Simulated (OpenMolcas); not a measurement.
# Nd²⁺ among point charges: CASSCF levels and susceptibility

Aim: the splitting of the states of Nd²⁺ in the field of 8 point charges, its lowest levels with spin-orbit coupling and its magnetic susceptibility.

Program: OpenMolcas 26.06. Level of theory: state-averaged CASSCF, spin-orbit coupling by RASSI with atomic mean-field integrals. These are calculated values, not measurements, unless marked.

## (1) What is computed

* Species: Nd²⁺ (neodymium, Z = 60, 58 electrons)
* Basis: ANO-RCC-VTZP [8s7p5d3f2g1h], 104 functions
* Scalar Hamiltonian: DKH2, point nucleus
* Inactive shells: 1s 2s 2p 3s 3p 3d 4s 4p 4d 5s 5p
* Active space: 4 electrons in 7 orbitals (4f)
* Some configurations of this space: 4f4
* Orbitals: optimised for the highest spin of each parity, averaged over all roots

Outer shells as boxes (Hund's rule):

4f4
```
4f [↑ ][↑ ][↑ ][↑ ][  ][  ][  ]
```

The ion sits among 8 point charges of -0.5 e arranged as a cube (Oh), 3.2 Å from the ion.

The work runs as a chain of OpenMolcas steps in one folder; each step below is one input file. Labels, J, g values, rates, χT and fits are worked out afterwards by a script from the matrices that RASSI stores. The input lists half of the charges; inversion (Group=XYZ) makes the rest.

## (2) One- and two-electron integrals

Input file a.inp:

```
&GATEWAY
Coord
1

Nd 0.0 0.0 0.0
Basis=ANO-RCC-VTZP
Group=XYZ
NoMove
AngMom=0.0 0.0 0.0
AMFI
XField
4 Angstrom 0
1.847521 1.847521 1.847521 -0.500000
1.847521 1.847521 -1.847521 -0.500000
1.847521 -1.847521 1.847521 -0.500000
1.847521 -1.847521 -1.847521 -0.500000
&SEWARD
```

The run is started by

```
> OMP_NUM_THREADS=1 MOLCAS_MEM=2252 MOLCAS_PROJECT=a pymolcas a.inp > a.log
```

## (3) Reference wave functions, quintets of even parity, 35 roots

Input file a.inp:

```
&RASSCF
FileOrb=start.orb
Symmetry=1
Spin=5
nActEl=4 0 0
Inactive=15 12
Ras2=0 7
CIRoot=35 35 1
SDav=35
CIMx=300
Iter=120 100
PrWF=0.3
OrbListing=Nothing
MaxOrb=0
>>> COPY $Project.JobIph JOB001
```

start.orb holds the contracted functions of the basis, ordered by shell, or the orbitals of the step before.

## (4) CASSCF: triplets of even parity, 162 roots

Input file a.inp:

```
&RASSCF
FileOrb=start.orb
Symmetry=1
Spin=3
nActEl=4 0 0
Inactive=15 12
Ras2=0 7
CIRoot=162 162 1
SDav=210
CIMx=300
Iter=120 100
PrWF=0.3
OrbListing=Nothing
MaxOrb=0
CIOnly
>>> COPY $Project.JobIph JOB002
```

## (5) CASSCF: singlets of even parity, 162 roots

Input file a.inp:

```
&RASSCF
FileOrb=start.orb
Symmetry=1
Spin=1
nActEl=4 0 0
Inactive=15 12
Ras2=0 7
CIRoot=162 162 1
SDav=196
CIMx=300
Iter=120 100
PrWF=0.3
OrbListing=Nothing
MaxOrb=0
CIOnly
>>> COPY $Project.JobIph JOB003
```

## (6) RASSI: spin-orbit coupling between the states

Input file a.inp:

```
&RASSI
NrOfJobIphs=3 33 106 31
1 2 3 4 5 6 7 8 9 10 11 12 13 14 15 16 17 18 19 20 21 22 23 24 25 26 27
28 29 30 31 32 33
1 2 3 4 5 6 7 8 9 10 11 12 13 14 15 16 17 18 19 20 21 22 23 24 25 26 27
28 29 30 31 32 33 34 35 36 37 38 39 40 41 42 43 44 45 46 47 48 49 50 51
52 53 54 55 56 57 58 59 60 61 62 63 64 65 66 67 68 69 70 71 72 73 74 75
76 77 78 79 80 81 82 83 84 85 86 87 88 89 90 91 92 93 94 95 96 97 98 99
100 101 102 103 104 105 106
1 2 3 4 5 6 7 8 9 10 11 12 13 14 15 16 17 18 19 20 21 22 23 24 25 26 27
28 29 30 31
IphNames
JOB001
JOB002
JOB003
EJob
SpinOrbit
DIPRint=1.0
SOCoupling=1000.0
Subsets=2
Property=9
'ANGMOM' 1 'ANGMOM' 2 'ANGMOM' 3 'MLTPL  1' 1 'MLTPL  1' 2 'MLTPL  1' 3
'AMFI' 1 'AMFI' 2 'AMFI' 3
SOProperty=3
'ANGMOM' 1 'ANGMOM' 2 'ANGMOM' 3
```

**Question.** What will these runs give? Wanted: spin-free ground state; first state of the same spin within the active space; lowest level; next level.

The runs gave:

| quantity | value |
| --- | --- |
| method | CASSCF |
| spin-free ground state | 5E, 2-fold in its orbital part |
| first state of the same spin within the active space | 5T2 at 1.77 cm⁻¹ |
| lowest level | 1-fold A1 |
| next level | 20.9 cm⁻¹ |
| χT at 300 K | 1.04 cm³ K/mol |
| effective moment at 300 K | 2.88 μB |

What this shows: The spin-free ground state (5E) comes to 100 % from free-ion I terms and keeps the highest spin of the shell. The triplets, singlets rest on orbitals optimised for another spin in at least one step, which raises them against the optimised states. Not all states of the active space went into the spin-orbit step. High states of lower spin are left out of the spin-orbit mixing, and CASSCF puts spin-flip levels too high. Point charges carry no covalency, so the field is a model and not that of real ligands.
